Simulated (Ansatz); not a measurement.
# CH6Si: the cost of one run

Method: PBE0-D4/def2-TZVP structures, single points in def2-TZVPP, no counterpoise correction; program: Ansatz 0.2.0, Gaussian basis.

Levels: SPW92, PBE-D4, BLYP-D4, r2SCAN-D4, B97M-V, PBE0-D4, B3LYP-D4, r2SCAN0-D4, BHLYP-D4, CAM-B3LYP-D4, wB97X-V, wB97M-V, B2PLYP, PBE-QIDH, RPA on PBE, Hartree-Fock, MP2, CCSD, CCSD(T).

Cores are frozen in the correlated methods. B3LYP uses VWN-RPA correlation. B2PLYP carries no dispersion term here.

113 further runs of the same task are left out: 113 set aside as unsound or not needed.

### Step 1. Where the work starts

The complex: 15 atoms, charge 0, spin multiplicity 1.

Atoms are counted from 1 here; the program's logs count them from 0.

Bond lengths: Si1–C2 1.865 Å, Si1–H3 1.490 Å, Si1–H4 1.488 Å, Si1–H5 1.493 Å, C2–H10 1.091 Å, C2–H11 1.092 Å, C2–H12 1.092 Å, H6–O7 0.979 Å, O7–H13 0.959 Å, H8–N9 1.013 Å, N9–H14 1.013 Å, N9–H15 1.012 Å. Angles: C2–Si1–H3 111.8°, C2–Si1–H4 112.4°, C2–Si1–H5 110.5°, H3–Si1–H4 108.4°, H3–Si1–H5 106.5°, H4–Si1–H5 107.0°, Si1–C2–H10 108.9°, Si1–C2–H11 110.8°, Si1–C2–H12 110.8°, H10–C2–H11 109.2°, H10–C2–H12 109.1°, H11–C2–H12 108.0°, H6–O7–H13 105.4°, H8–N9–H14 107.0°, H8–N9–H15 107.5°, H14–N9–H15 107.8°.

As a file:

| atom | x (Å) | y (Å) | z (Å) |
| --- | --- | --- | --- |
| Si1 | 0.7471 | 0.5569 | -1.4385 |
| C2 | 2.2490 | 0.5822 | -0.3334 |
| H3 | -0.0631 | -0.6777 | -1.2412 |
| H4 | -0.1342 | 1.7362 | -1.2235 |
| H5 | 1.1536 | 0.5734 | -2.8748 |
| H6 | -1.0856 | -0.0264 | 1.4182 |
| O7 | -0.4145 | 0.6440 | 1.6608 |
| H8 | -1.6143 | -2.2685 | 0.8943 |
| N9 | -2.1888 | -1.4384 | 0.8096 |
| H10 | 1.9222 | 0.5605 | 0.7075 |
| H11 | 2.8886 | -0.2818 | -0.5276 |
| H12 | 2.8396 | 1.4854 | -0.5034 |
| H13 | -0.8521 | 1.4908 | 1.5570 |
| H14 | -2.3782 | -1.3080 | -0.1769 |
| H15 | -3.0691 | -1.6288 | 1.2720 |

Its parts: CH₆Si holds atoms 1, 2, 3, 4, 5, 10, 11, 12; H₂O holds atoms 6, 7, 13; NH₃ holds atoms 8, 9, 14, 15. Each part counts its atoms afresh in its own runs.

### Step 2. Relaxing CH₆Si alone

relax-a/in.yaml

```yaml
crystal:
  periodic: [false, false, false]
  atoms:
    - {symbol: Si, position_ang: [0.747065, 0.556862, -1.438519]}
    - {symbol: C, position_ang: [2.248951, 0.582235, -0.333395]}
    - {symbol: H, position_ang: [-0.063067, -0.677658, -1.241234]}
    - {symbol: H, position_ang: [-0.134179, 1.736244, -1.223533]}
    - {symbol: H, position_ang: [1.153631, 0.573390, -2.874768]}
    - {symbol: H, position_ang: [1.922226, 0.560493, 0.707471]}
    - {symbol: H, position_ang: [2.888552, -0.281795, -0.527640]}
    - {symbol: H, position_ang: [2.839596, 1.485381, -0.503417]}
basis:
  gaussian: {orbitals: def2-TZVP}
hamiltonian: {xc: pbe0, dispersion: d4}
relax: {f_tol: 0.005, max_steps: 200}
```

Started as:

```sh
$ ansatz run in.yaml --threads 8 --pin off --events-out ev --progress --plain --max-ram 19148MiB
```

**Question.** How long does this run take on 8 threads of Intel Xeon Platinum 8259CL at 2.50GHz, shared host?

About 2.2 s.
